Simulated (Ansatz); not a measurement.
# C₂H₄OSn: geometry and vibrations

What shape does C₂H₄OSn take? The plan is to relax it, then compute its harmonic vibrations to see whether it is a minimum and to get the zero-point energy and entropy, and look at its orbitals and charge.

The runs use Ansatz 0.2.0, Gaussian basis; RKS PBE0-D4/def2-TZVP.

Levels to be run: relaxation at PBE-D4/def2-SVP; relaxation at PBE0-D4/def2-TZVP; harmonic vibrations at the same level; a single point in def2-TZVPP for the fields.

## Step 1: The starting structure

SMILES `C1=[CH][SnH2][O]1`, 8 atoms, charge 0, spin multiplicity 1.

Atoms are counted from 1 here; the program's logs count them from 0.

Bond lengths: C1–C2 1.315 Å, C1–O4 1.402 Å, C1–H5 1.143 Å, C2–Sn3 2.018 Å, C2–H6 1.094 Å, Sn3–O4 1.884 Å, Sn3–H7 1.796 Å, Sn3–H8 1.711 Å. Angles: C2–C1–O4 98.7°, C2–C1–H5 130.3°, O4–C1–H5 129.6°, C1–C2–Sn3 90.8°, C1–C2–H6 134.1°, Sn3–C2–H6 132.4°, C2–Sn3–O4 63.7°, C2–Sn3–H7 112.4°, C2–Sn3–H8 111.9°, O4–Sn3–H7 112.2°, O4–Sn3–H8 117.6°, H7–Sn3–H8 123.7°, C1–O4–Sn3 93.9°.

Geometry (Å):

```tsv
atom	x (Å)	y (Å)	z (Å)
C1	-0.79100	0.89590	-0.41930
C2	0.32620	0.84840	0.27300
Sn3	0.39160	-1.15940	0.08610
O4	-0.58600	-0.22990	-1.22970
H5	-1.56700	1.72940	-0.51240
H6	0.83220	1.54270	0.95110
H7	1.97690	-1.73950	-0.52810
H8	-0.49090	-1.94480	1.32350
```

The start is a force-field geometry with small random shifts, so a cheaper pass at PBE-D4/def2-SVP comes first. Sn takes the def2 core potential; no spin-orbit term is included.

## Step 2: Relaxation at PBE-D4/def2-SVP (cheap first pass)

Contents of in.yaml:

```yaml
crystal:
  periodic: [false, false, false]
  atoms:
    - {symbol: C, position_ang: [-0.791000, 0.895900, -0.419300]}
    - {symbol: C, position_ang: [0.326200, 0.848400, 0.273000]}
    - {symbol: Sn, position_ang: [0.391600, -1.159400, 0.086100]}
    - {symbol: O, position_ang: [-0.586000, -0.229900, -1.229700]}
    - {symbol: H, position_ang: [-1.567000, 1.729400, -0.512400]}
    - {symbol: H, position_ang: [0.832200, 1.542700, 0.951100]}
    - {symbol: H, position_ang: [1.976900, -1.739500, -0.528100]}
    - {symbol: H, position_ang: [-0.490900, -1.944800, 1.323500]}
basis:
  gaussian: {orbitals: def2-SVP}
hamiltonian: {xc: pbe, dispersion: d4}
relax: {f_tol: 0.03, max_steps: 200}
```

On the command line:

```bash
ansatz run in.yaml --threads 2 --pin off --events-out ev --progress --plain --max-ram 4352MiB
```

What it wrote (excerpt; [...] marks lines left out):

```text
Functional definition: PBE
  name "PBE"
  cite "Perdew, Burke & Ernzerhof, Phys. Rev. Lett. 77, 3865 (1996) doi:10.1103/PhysRevLett.77.3865"
  parent pbe
[...]
982 factors; their error is unknown
[...]
mean field -10005.25173144 eV, -367.6862193273 hartree, gradient 5.5e-5 eV, S^2 0.000000; 0 other end points of the search recorded, 0 dependent functions left out
[...]
reference -10005.25176917 eV, -367.6862207139 hartree; 23, 23 occupied and 65, 65 virtual orbitals, 982 factors
relax step   1: F+E_penalty+E_count = -10005.42044277 eV  Δ(F+E_penalty+E_count) = +0.000e0 eV  max|allowed force component| = 6.425e0 eV/Å  Δτ_max = 0.0000 Å  (28 SCF iters, accepted)
[...]
relax step   3: F+E_penalty+E_count = -10007.44384107 eV  Δ(F+E_penalty+E_count) = -4.221e-1 eV  max|allowed force component| = 2.072e0 eV/Å  Δτ_max = 0.1972 Å  (36 SCF iters, accepted)
[...]
relax step   5: F+E_penalty+E_count = -10007.62599700 eV  Δ(F+E_penalty+E_count) = -6.746e-2 eV  max|allowed force component| = 8.298e-1 eV/Å  Δτ_max = 0.1062 Å  (29 SCF iters, accepted)
[...]
relax step   7: F+E_penalty+E_count = -10007.63939241 eV  Δ(F+E_penalty+E_count) = +4.814e-4 eV  max|allowed force component| = 4.122e-1 eV/Å  Δτ_max = 0.0587 Å  (29 SCF iters, rejected (line search))
[...]
relax step   9: F+E_penalty+E_count = -10007.65455453 eV  Δ(F+E_penalty+E_count) = -5.403e-4 eV  max|allowed force component| = 5.411e-2 eV/Å  Δτ_max = 0.0141 Å  (31 SCF iters, accepted)
[...]
relax step  10: F+E_penalty+E_count = -10007.65480759 eV  Δ(F+E_penalty+E_count) = -2.531e-4 eV  max|allowed force component| = 1.811e-2 eV/Å  Δτ_max = 0.0053 Å  (31 SCF iters, accepted)
982 factors; their error is unknown
[...]
mean field -10007.49033761 eV, -367.7684865867 hartree, gradient 1.1e-5 eV, S^2 0.000000; 1 other end points of the search recorded, 0 dependent functions left out
[...]
reference -10007.49037595 eV, -367.7684879955 hartree; 23, 23 occupied and 65, 65 virtual orbitals, 982 factors
Total energy: -10007.65484593 eV, -367.7745321558 hartree
Atom 0 at    -0.679937     0.931712    -0.494934 Å, force    -0.018114    -0.007286    -0.012436 eV/Å
Atom 1 at     0.268468     0.968102     0.488172 Å, force    -0.000174     0.017039     0.003310 eV/Å
Atom 2 at     0.512617    -1.135173     0.239378 Å, force    -0.004073    -0.000945    -0.002757 eV/Å
Atom 3 at    -0.957200    -0.259324    -1.062508 Å, force     0.004082    -0.009050    -0.002479 eV/Å
Atom 4 at    -1.259198     1.796082    -0.883507 Å, force     0.006386     0.001849     0.004842 eV/Å
Atom 5 at     0.648128     1.807907     1.079559 Å, force     0.010902    -0.004017     0.007959 eV/Å
Atom 6 at     1.786747    -1.851004    -0.690786 Å, force    -0.000921     0.001367     0.001859 eV/Å
Atom 7 at    -0.227626    -2.315503     1.268826 Å, force     0.001911     0.001043    -0.000297 eV/Å
Dipole moment:     0.306473    -0.139832     0.281865 e Å
```

Run time: 13 s. Hardware: 2 threads of Arm Neoverse V2, shared host.

Relaxation path:

```tsv
step	energy from step 1 (eV)	largest force component (eV/Å)
1	0.0000	6.4245
2	-1.6013	2.0011
3	-2.0234	2.0717
4	-2.1381	1.5206
5	-2.2056	0.8298
6	-2.2194	0.3840
7	-2.2189	0.4122
8	-2.2336	0.0498
9	-2.2341	0.0541
10	-2.2344	0.0181
```

Close pairs (by a distance rule), those that changed most:

```tsv
bond	before (Å)	after (Å)	change (Å)
Sn3–O4	1.884	2.150	+0.266
C2–Sn3	2.018	2.132	+0.114
C1–Sn3	2.425	2.497	+0.072
Sn3–H7	1.796	1.732	-0.064
C1–O4	1.402	1.348	-0.054
C1–C2	1.315	1.366	+0.051
C1–H5	1.143	1.111	-0.032
Sn3–H8	1.711	1.732	+0.022
```

## Step 3: Optimising with PBE0-D4/def2-TZVP

Contents of in.yaml:

```yaml
crystal:
  periodic: [false, false, false]
  atoms:
    - {symbol: C, position_ang: [-0.679937, 0.931712, -0.494934]}
    - {symbol: C, position_ang: [0.268468, 0.968102, 0.488172]}
    - {symbol: Sn, position_ang: [0.512617, -1.135173, 0.239378]}
    - {symbol: O, position_ang: [-0.957200, -0.259324, -1.062508]}
    - {symbol: H, position_ang: [-1.259198, 1.796082, -0.883507]}
    - {symbol: H, position_ang: [0.648128, 1.807907, 1.079559]}
    - {symbol: H, position_ang: [1.786747, -1.851004, -0.690786]}
    - {symbol: H, position_ang: [-0.227626, -2.315503, 1.268826]}
basis:
  gaussian: {orbitals: def2-TZVP}
hamiltonian: {xc: pbe0, dispersion: d4}
relax: {f_tol: 0.005, max_steps: 150}
```

Launched as before.

What it wrote (excerpt; [...] marks lines left out):

```text
Functional definition: PBE0
  name "PBE0"
  cite "Adamo & Barone, J. Chem. Phys. 110, 6158 (1999) doi:10.1063/1.478522"
  cite "Perdew, Burke & Ernzerhof, Phys. Rev. Lett. 77, 3865 (1996) doi:10.1103/PhysRevLett.77.3865"
  parent pbe
[...]
1148 factors; their error is unknown
[...]
mean field -10012.93107625 eV, -367.9684300438 hartree, gradient 5.5e-5 eV, S^2 0.000000; 0 other end points of the search recorded, 0 dependent functions left out
[...]
reference -10012.93111021 eV, -367.9684312918 hartree; 23, 23 occupied and 144, 144 virtual orbitals, 1148 factors
relax step   1: F+E_penalty+E_count = -10013.06895441 eV  Δ(F+E_penalty+E_count) = +0.000e0 eV  max|allowed force component| = 7.605e-1 eV/Å  Δτ_max = 0.0000 Å  (31 SCF iters, accepted)
[...]
reference -10013.00998266 eV, -367.9713298007 hartree; 23, 23 occupied and 144, 144 virtual orbitals, 1148 factors
Total energy: -10013.14852783 eV, -367.9764212419 hartree
Atom 0 at    -0.664845     0.920601    -0.481575 Å, force     0.000224    -0.000188     0.000080 eV/Å
Atom 1 at     0.270111     0.949786     0.486191 Å, force     0.000034    -0.000183     0.000218 eV/Å
Atom 2 at     0.489250    -1.116886     0.220291 Å, force    -0.000113     0.000086    -0.000065 eV/Å
Atom 3 at    -0.928022    -0.275003    -1.036147 Å, force     0.000004     0.000008    -0.000168 eV/Å
Atom 4 at    -1.237300     1.764026    -0.869482 Å, force    -0.000321     0.000304    -0.000171 eV/Å
Atom 5 at     0.635562     1.784933     1.060275 Å, force     0.000066     0.000041    -0.000017 eV/Å
Atom 6 at     1.757153    -1.812568    -0.684320 Å, force     0.000080    -0.000032    -0.000049 eV/Å
Atom 7 at    -0.229910    -2.272090     1.248967 Å, force     0.000025    -0.000036     0.000171 eV/Å
Dipole moment:     0.302556    -0.113704     0.283919 e Å
```

Run time: 33 s. Hardware: 2 threads of Arm Neoverse V2, shared host.

Step by step: (the energy doesn't fall at every step)

```tsv
step	energy from step 1 (eV)	largest force component (eV/Å)
1	0.0000	0.7605
2	-0.0716	0.3492
3	-0.0786	0.1350
4	-0.0766	0.2138
5	-0.0794	0.0378
6	-0.0795	0.0169
7	-0.0795	0.0093
8	-0.0795	0.0064
9	-0.0795	0.0003
```

Distances of close pairs at the start and the end, largest changes first:

```tsv
bond	before (Å)	after (Å)	change (Å)
Sn3–O4	2.150	2.073	-0.077
C1–Sn3	2.497	2.445	-0.052
C2–Sn3	2.132	2.095	-0.037
Sn3–H7	1.732	1.706	-0.027
Sn3–H8	1.732	1.706	-0.026
C1–C2	1.366	1.346	-0.021
C1–H5	1.111	1.091	-0.020
C2–H6	1.095	1.077	-0.018
```

Mulliken charges at the end point, from the run's report:

```tsv
atom	value (e)
C1	0.12
C2	-0.54
Sn3	0.74
O4	-0.48
H5	0.11
H6	0.13
H7	-0.04
H8	-0.04
```

## Step 4: Vibrations by finite differences

Contents of in.yaml:

```yaml
crystal:
  periodic: [false, false, false]
  atoms:
    - {symbol: C, position_ang: [-0.664845, 0.920601, -0.481575]}
    - {symbol: C, position_ang: [0.270111, 0.949786, 0.486191]}
    - {symbol: Sn, position_ang: [0.489250, -1.116886, 0.220291]}
    - {symbol: O, position_ang: [-0.928022, -0.275003, -1.036147]}
    - {symbol: H, position_ang: [-1.237300, 1.764026, -0.869482]}
    - {symbol: H, position_ang: [0.635562, 1.784933, 1.060275]}
    - {symbol: H, position_ang: [1.757153, -1.812568, -0.684320]}
    - {symbol: H, position_ang: [-0.229910, -2.272090, 1.248967]}
basis:
  gaussian: {orbitals: def2-TZVP}
hamiltonian: {xc: pbe0, dispersion: d4}
phonons: {temperatures: {t_min: 298.15, t_max: 900, t_step: 200}}
```

Launched as before.

What it wrote (excerpt; [...] marks lines left out):

```text
Functional definition: PBE0
  name "PBE0"
  cite "Adamo & Barone, J. Chem. Phys. 110, 6158 (1999) doi:10.1063/1.478522"
  cite "Perdew, Burke & Ernzerhof, Phys. Rev. Lett. 77, 3865 (1996) doi:10.1103/PhysRevLett.77.3865"
  parent pbe
[...]
1148 factors; their error is unknown
[...]
mean field -10013.00994629 eV, -367.9713284643 hartree, gradient 5.1e-5 eV, S^2 0.000000; 0 other end points of the search recorded, 0 dependent functions left out
[...]
reference -10013.00997996 eV, -367.9713297017 hartree; 23, 23 occupied and 144, 144 virtual orbitals, 1148 factors
[...]
1148 factors; their error is unknown
mean field -10013.00980639 eV, -367.9713233229 hartree, gradient 1.5e-6 eV, S^2 0.000000; 0 other end points of the search recorded, 0 dependent functions left out
[...]
reference -10013.00984007 eV, -367.9713245609 hartree; 23, 23 occupied and 144, 144 virtual orbitals, 1148 factors
[...]
Atom 0 at    -0.664845     0.920601    -0.481575 Å, force     0.000206    -0.000154     0.000056 eV/Å
Atom 1 at     0.270111     0.949786     0.486191 Å, force     0.000090    -0.000151     0.000287 eV/Å
Atom 2 at     0.489250    -1.116886     0.220291 Å, force    -0.000077     0.000042    -0.000055 eV/Å
Atom 3 at    -0.928022    -0.275003    -1.036147 Å, force    -0.000061    -0.000010    -0.000232 eV/Å
Atom 4 at    -1.237300     1.764026    -0.869482 Å, force    -0.000323     0.000300    -0.000170 eV/Å
Atom 5 at     0.635562     1.784933     1.060275 Å, force     0.000058     0.000028    -0.000027 eV/Å
Atom 6 at     1.757153    -1.812568    -0.684320 Å, force     0.000083    -0.000021    -0.000042 eV/Å
Atom 7 at    -0.229910    -2.272090     1.248967 Å, force     0.000023    -0.000034     0.000184 eV/Å
Dipole moment:     0.302555    -0.113705     0.283919 e Å
Vibrations: 284.26 419.82 424.24 481.39 503.35 565.27 678.44 711.59 835.71 966.86 1012.45 1179.00 1282.52 1562.93 1944.68 1947.59 3134.63 3281.83 cm⁻¹, zero-point energy 1.315259 eV
```

It took 1.9 min on 2 threads of Arm Neoverse V2, shared host.

Motions are named by where the mode's potential energy lies. The modes, unscaled (a negative number is an imaginary wavenumber):

```tsv
mode	cm⁻¹	motion
1	284	torsion
2	420	torsion
3	424	Sn–O stretch with bend
4	481	torsion with bend
5	503	Sn–C stretch with bend
6	565	torsion
7	678	torsion
8	712	bend
9	836	bend
10	967	torsion
11	1012	bend
12	1179	C–O stretch with bend
13	1283	bend
14	1563	C–C stretch with bend
15	1945	Sn–H stretch
16	1948	Sn–H stretch
17	3135	C–H stretch
18	3282	C–H stretch
```

From these modes and the moments of inertia (298.15 K, 1 bar, symmetry number 1):

```tsv
term	value
zero-point energy	30.3 kcal/mol
H(298) − E	34.0 kcal/mol
entropy, translation	172.4 J/(mol K)
entropy, rotation	106.4 J/(mol K)
entropy, vibration	26.1 J/(mol K)
entropy, total	304.8 J/(mol K)
```

## Step 5: Orbitals, density and potential

in.yaml, as its differences from that of step 4:

```diff
@@ -12,4 +12,4 @@
 basis:
-  gaussian: {orbitals: def2-TZVP}
+  gaussian: {orbitals: def2-TZVPP}
 hamiltonian: {xc: pbe0, dispersion: d4}
-phonons: {temperatures: {t_min: 298.15, t_max: 900, t_step: 200}}
+output: {orbitals: {seedname: orbitals}}
```

Launched as before.

What it wrote:

```text
Functional definition: PBE0
  name "PBE0"
  cite "Adamo & Barone, J. Chem. Phys. 110, 6158 (1999) doi:10.1063/1.478522"
  cite "Perdew, Burke & Ernzerhof, Phys. Rev. Lett. 77, 3865 (1996) doi:10.1103/PhysRevLett.77.3865"
  parent pbe
  parameter a = 0.25
  parameter kappa = 0.804
  parameter beta = 0.06672455060314922
  exchange = (1 - a)*pbe_x(kappa = kappa, mu = beta*pi^2/3) + a*exact_x
  correlation = pbe_c(beta = beta)
1208 factors; their error is unknown
mean field evaluation 1: about -10004.3711 eV, gradient 6.2e1 eV
mean field evaluation 2: about -9982.5839 eV, gradient 1.1e2 eV
mean field evaluation 4: about -10012.5239 eV, gradient 1.4e1 eV
mean field evaluation 8: about -10013.0423 eV, gradient 4.3e-1 eV
mean field evaluation 16: about -10013.0426 eV, gradient 2.9e-5 eV
mean field -10013.04255809 eV, -367.9725269259 hartree, gradient 2.9e-5 eV, S^2 0.000000; 0 other end points of the search recorded, 0 dependent functions left out
reference -10013.04259134 eV, -367.9725281475 hartree; 23, 23 occupied and 176, 176 virtual orbitals, 1208 factors
Total energy: -10013.18113651 eV, -367.9776195889 hartree
```

Wall time 2.6 s (2 threads of Arm Neoverse V2, shared host).

The fields below are evaluated on a grid from the run's orbitals.

Frontier orbitals at PBE0-D4/def2-TZVPP, with the share of their density that lies nearest to each atom:

```tsv
orbital	energy (eV)	lies on
HOMO	-6.42	C2 43 %; O4 32 %; C1 15 %
LUMO	-1.27	Sn3 36 %; H7, H8 about 20 % each; O4 11 %
```

ELF in a plane through or near 6 of the atoms.

Values, 10 rows by 14 columns:
```
0.00 0.00 0.00 0.00 0.00 0.00 0.00 0.00 0.00 0.00 0.00 0.00 0.00 0.00
0.00 0.00 0.00 0.00 0.00 0.00 0.00 0.00 0.01 0.02 0.00 0.00 0.00 0.00
0.00 0.00 0.00 0.00 0.00 0.03 0.05 0.07 0.70 0.92 0.48 0.00 0.00 0.00
0.00 0.00 0.01 0.06 0.19 0.27 0.65 0.66 0.93 0.99 0.70 0.02 0.00 0.00
0.00 0.00 0.05 0.24 0.31 0.68 0.24 0.76 0.49 0.46 0.03 0.00 0.00 0.00
0.00 0.00 0.07 0.29 0.39 0.66 0.39 0.18 0.46 0.50 0.87 0.70 0.03 0.00
0.00 0.00 0.02 0.13 0.17 0.15 0.70 0.47 0.74 0.85 1.00 0.97 0.11 0.00
0.00 0.00 0.00 0.00 0.01 0.05 0.59 0.88 0.68 0.03 0.39 0.34 0.00 0.00
0.00 0.00 0.00 0.00 0.00 0.00 0.07 0.27 0.19 0.01 0.00 0.00 0.00 0.00
0.00 0.00 0.00 0.00 0.00 0.00 0.00 0.00 0.00 0.00 0.00 0.00 0.00 0.00
```
The map spans 9.6 Å across and 8.6 Å up, centred on the molecule. Atoms in the plane (x, y in Å): C1 (1.2, -0.5), C2 (0.7, 0.8), Sn3 (-1.2, 0.1), O4 (0.2, -1.4), H5 (2.2, -0.8), H6 (1.3, 1.7).

log10 of the density (e/Å³) in the same plane.

Values, 10 rows by 14 columns:
```
-4.0 -4.0 -4.0 -4.0 -4.0 -4.0 -4.0 -4.0 -4.0 -4.0 -4.0 -4.0 -4.0 -4.0
-4.0 -4.0 -4.0 -4.0 -4.0 -3.8 -3.5 -3.2 -2.9 -2.9 -3.3 -4.0 -4.0 -4.0
-4.0 -4.0 -3.9 -3.3 -2.8 -2.5 -2.2 -1.8 -1.3 -1.3 -2.1 -3.2 -4.0 -4.0
-4.0 -3.5 -2.6 -1.9 -1.3 -1.1 -0.9 -0.4  0.1  0.0 -1.4 -2.7 -3.8 -4.0
-4.0 -2.9 -2.0 -1.0  0.1  0.9  0.1  0.1  1.1 -0.3 -1.4 -2.5 -3.5 -4.0
-3.9 -2.8 -1.8 -0.9  0.4  1.2  0.4 -0.3  0.7  0.1 -0.5 -1.5 -2.8 -4.0
-4.0 -3.2 -2.3 -1.6 -1.0 -0.7 -0.1  0.8  0.3  0.0 -0.1 -1.3 -2.7 -3.9
-4.0 -4.0 -3.3 -2.7 -2.3 -1.7 -0.5  0.3 -0.3 -1.4 -1.7 -2.3 -3.3 -4.0
-4.0 -4.0 -4.0 -4.0 -3.7 -3.0 -2.1 -1.8 -2.0 -2.7 -3.4 -3.8 -4.0 -4.0
-4.0 -4.0 -4.0 -4.0 -4.0 -4.0 -3.8 -3.5 -3.7 -4.0 -4.0 -4.0 -4.0 -4.0
```
The map spans 9.6 Å across and 8.6 Å up, centred on the molecule. Atoms in the plane (x, y in Å): C1 (1.2, -0.5), C2 (0.7, 0.8), Sn3 (-1.2, 0.1), O4 (0.2, -1.4), H5 (2.2, -0.8), H6 (1.3, 1.7).

On the surface of density 0.002 e/bohr³ the electrostatic potential runs, from the 1st to the 99th percentile, from -1.59 V near O4 to 2.46 V near Sn3.

## Step 6: Outcome

```
                  quantity            value
               point group               Cs
                     steps           10 + 9
shift from the start (rms)          0.330 Å
              total energy   -10013.1485 eV
           dispersion term         -139 meV
             dipole moment           2.07 D
lowest, highest wavenumber   284, 3282 cm⁻¹
         zero-point energy    30.3 kcal/mol
       entropy at 298.15 K  304.8 J/(mol K)
                HOMO, LUMO  -6.42, -1.27 eV
```

In words: The relaxed geometry lies 0.33 Å (rms) from the start; the bond that changed most is Sn3–O4, from 1.884 to 2.073 Å. All wavenumbers are real, so the end point is a minimum. The stiffest mode, 3282 cm⁻¹, is a C–H stretch. Harmonic hybrid wavenumbers usually lie a few per cent above measured fundamentals. The largest Mulliken charge, +0.74 e, sits on Sn3. The HOMO lies mostly on C2 43 %; O4 32 % and the LUMO on Sn3 36 %; H7, H8 about 20 % each.
